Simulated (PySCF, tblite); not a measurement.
**C₆H₉FSi: geometry, infrared bands and NMR shifts**

Aim: predict the infrared bands and NMR shifts of C₆H₉FSi (`C#C[C@@H]1[SiH2]CC[C@H]1F`).

The runs use tblite 0.8.0 and PySCF 2.14.0, with density-fitted response routines of our own; the level of theory stands in each step. All values are computed, except where a source is named. Atoms count from 0, in the outputs and in this text.

**1. The starting structure**

17 atoms, charge 0, multiplicity 1; geometry from: force field or distance geometry start.

Bonds of the start (Å): C0–C1 1.22, C1–C2 1.46, C2–Si3 1.90, Si3–C4 1.89, C4–C5 1.52, C5–C6 1.51, C6–F7 1.37, C6–C2 1.53, C0–H8 1.06, C2–H9 1.08, Si3–H10 1.45, Si3–H11 1.46, C4–H12 1.11, C4–H13 1.09, C5–H14 1.11, C5–H15 1.10, C6–H16 1.10.

**2. Optimising the geometry with GFN2-xTB**

Job settings and geometry (Å):

```
{"job": {"kind": "relax", "xc": "GFN2-xTB", "basis": "xTB"}, "charge": 0, "multiplicity": 1}
C      2.895300    -0.077100    -0.177100
C      1.764000    -0.160100    -0.620600
C      0.399600    -0.260800    -1.126900
Si    -0.570200     1.315500    -0.704100
C     -1.227200     0.722000     0.971000
C     -0.500500    -0.605400     1.098000
C     -0.426000    -1.228600    -0.278000
F     -1.717900    -1.318700    -0.715200
H      3.874400    -0.009300     0.217800
H      0.380900    -0.490300    -2.185900
H     -1.620500     1.572700    -1.670800
H      0.413200     2.380700    -0.553700
H     -0.890100     1.443400     1.746400
H     -2.313700     0.612200     0.899700
H      0.507100    -0.458200     1.540100
H     -1.089900    -1.246800     1.767800
H      0.114500    -2.179100    -0.218300
```

On the command line:

```bash
> OMP_NUM_THREADS=1 python probes_run.py task.json out
```

This one command runs all jobs of the session in turn.

**Question.** This job is followed by: GFN2-xTB harmonic vibrations, gas phase; GIAO PBE0/pcSseg-1 NMR shielding, non-relativistic, gas phase. What will the session give for the following? strongest single infrared mode (GFN2-xTB); zero-point energy (GFN2-xTB); 13C shifts against TMS (PBE0/pcSseg-1); 1H shifts against TMS (PBE0/pcSseg-1); 29Si shifts against TMS (PBE0/pcSseg-1); 19F shifts against CFCl3 (PBE0/pcSseg-1); surface potential, 1st and 99th percentile.

The runs gave:

| quantity | value |
| --- | --- |
| strongest single infrared mode (GFN2-xTB) | 2279 cm⁻¹, 376 km/mol |
| zero-point energy (GFN2-xTB) | 79.8 kcal/mol |
| 13C shifts against TMS (PBE0/pcSseg-1) | 103.1, 88.5, 77.1, 35.1, 22.5, 5.5 ppm |
| 1H shifts against TMS (PBE0/pcSseg-1) | 5.34, 4.59, 4.33, 2.53, 2.40, 1.92, 1.56, 1.23, 1.07 ppm |
| 29Si shifts against TMS (PBE0/pcSseg-1) | -16.8 ppm |
| 19F shifts against CFCl3 (PBE0/pcSseg-1) | -197.5 ppm |
| surface potential, 1st and 99th percentile | -0.97 V and 1.33 V |

Over 86 steps the energy fell by 0.380 eV; of the close pairs, C2–Si3 changed most, 1.898 to 1.926 Å. No mode is imaginary among the 45: a minimum at this level. GFN2-xTB is a fitted tight-binding method: band positions and strengths are rough. Its intensities can rank the bands wrongly. The most deshielded hydrogen is H16 (hydrogen on an sp3 CH bonded to F), at 5.34 ppm: its carbon carries F, an electronegative neighbour. At PBE0/pcSseg-1: The widest tensor belongs to C1: span 305 ppm, with a paramagnetic part of -163 ppm.
